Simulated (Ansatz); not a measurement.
**C5H14N2: basis-set convergence**

The task here is to estimate one member of a computed series from the others.

The runs use Ansatz 0.2.0, Gaussian basis; one geometry, several basis sets.

Plan: PBE0-D4/def2-SVP; ωB97M-V/def2-SVP; PBE0-D4/def2-QZVPP; ωB97M-V/def2-QZVPP; the functionals' def2-TZVPP values are taken from earlier runs.

1 further run of the same task is left out (it didn't finish). Runs told in other sessions of the task aren't counted.

## The geometry

The geometry comes from an earlier relaxation with PBE0-D4 in a triple-zeta def2 set; it is a stationary point, not always the lowest conformer.

SMILES `CN(C)CCCN`, 21 atoms, charge 0, spin multiplicity 1.

Atoms are counted from 1 here; the program's logs count them from 0.

Bond lengths: C1–N2 1.442 Å, C1–H8 1.092 Å, C1–H9 1.106 Å, C1–H10 1.093 Å, N2–C3 1.442 Å, N2–C4 1.451 Å, C3–H11 1.107 Å, C3–H12 1.092 Å, C3–H13 1.091 Å, C4–C5 1.520 Å, C4–H14 1.107 Å, C4–H15 1.092 Å, C5–C6 1.520 Å, C5–H16 1.094 Å, C5–H17 1.097 Å, C6–N7 1.457 Å, C6–H18 1.093 Å, C6–H19 1.101 Å and more. Angles: N2–C1–H8 109.8°, N2–C1–H9 112.9°, N2–C1–H10 109.9°, H8–C1–H9 108.1°, H8–C1–H10 108.2°, H9–C1–H10 107.7°, C1–N2–C3 110.9°, C1–N2–C4 111.5°, C3–N2–C4 112.6°, N2–C3–H11 112.6°, N2–C3–H12 109.8°, N2–C3–H13 110.8°, H11–C3–H12 108.0°, H11–C3–H13 107.9°, H12–C3–H13 107.6°, N2–C4–C5 113.1°, N2–C4–H14 111.1°, N2–C4–H15 107.7° and more.

Set-up of the first run:

The input, in.yaml:

```yaml
crystal:
  periodic: [false, false, false]
  atoms:
    - {symbol: C, position_ang: [0.546772, -2.219916, 0.431629]}
    - {symbol: N, position_ang: [-0.083891, -1.087137, -0.200448]}
    - {symbol: C, position_ang: [-0.638921, -1.455029, -1.479831]}
    - {symbol: C, position_ang: [0.820952, 0.043171, -0.289575]}
    - {symbol: C, position_ang: [0.104570, 1.365933, -0.506685]}
    - {symbol: C, position_ang: [-0.796155, 1.742364, 0.658153]}
    - {symbol: N, position_ang: [-0.009041, 1.975226, 1.861506]}
    - {symbol: H, position_ang: [0.901114, -1.939783, 1.425693]}
    - {symbol: H, position_ang: [1.408135, -2.609995, -0.142842]}
    - {symbol: H, position_ang: [-0.174816, -3.033197, 0.542810]}
    - {symbol: H, position_ang: [0.135415, -1.779003, -2.201203]}
    - {symbol: H, position_ang: [-1.347132, -2.277215, -1.353815]}
    - {symbol: H, position_ang: [-1.180380, -0.617604, -1.922796]}
    - {symbol: H, position_ang: [1.573365, -0.111543, -1.086315]}
    - {symbol: H, position_ang: [1.361094, 0.110740, 0.657594]}
    - {symbol: H, position_ang: [-0.486647, 1.343829, -1.427323]}
    - {symbol: H, position_ang: [0.859795, 2.147294, -0.653817]}
    - {symbol: H, position_ang: [-1.469440, 0.903906, 0.854883]}
    - {symbol: H, position_ang: [-1.420417, 2.601537, 0.369078]}
    - {symbol: H, position_ang: [-0.606035, 2.049423, 2.674433]}
    - {symbol: H, position_ang: [0.501671, 2.847021, 1.788872]}
basis:
  gaussian: {orbitals: def2-SVP}
hamiltonian: {xc: pbe0, dispersion: d4}
output: {orbitals: {seedname: orbitals}}
```

Command:

```sh
$ ansatz run in.yaml --threads 2 --pin off --events-out ev --progress --plain --max-ram 22528MiB --backend cpu
```

Among the steps run: PBE0-D4 in def2-SVP; ωB97M-V in def2-SVP; PBE0-D4 in def2-QZVPP; ωB97M-V in def2-QZVPP.

One of the session's tables, all rows but one given; the rest of the session is left out.

It belongs to the step «Density functionals: the series». 

```
functional       basis  HOMO (eV)  LUMO (eV)
   PBE0-D4    def2-SVP          ?          ?
   PBE0-D4  def2-TZVPP      -6.01       1.09
   PBE0-D4  def2-QZVPP      -6.04       0.66
   ωB97M-V    def2-SVP      -8.21       3.40
   ωB97M-V  def2-TZVPP      -8.35       2.49
   ωB97M-V  def2-QZVPP      -8.37       1.80
```

**Question.** Estimate the row for PBE0-D4, def2-SVP.

The run gave: HOMO (eV): -5.87; LUMO (eV): 1.75. In the column «HOMO (eV)» it is the highest.
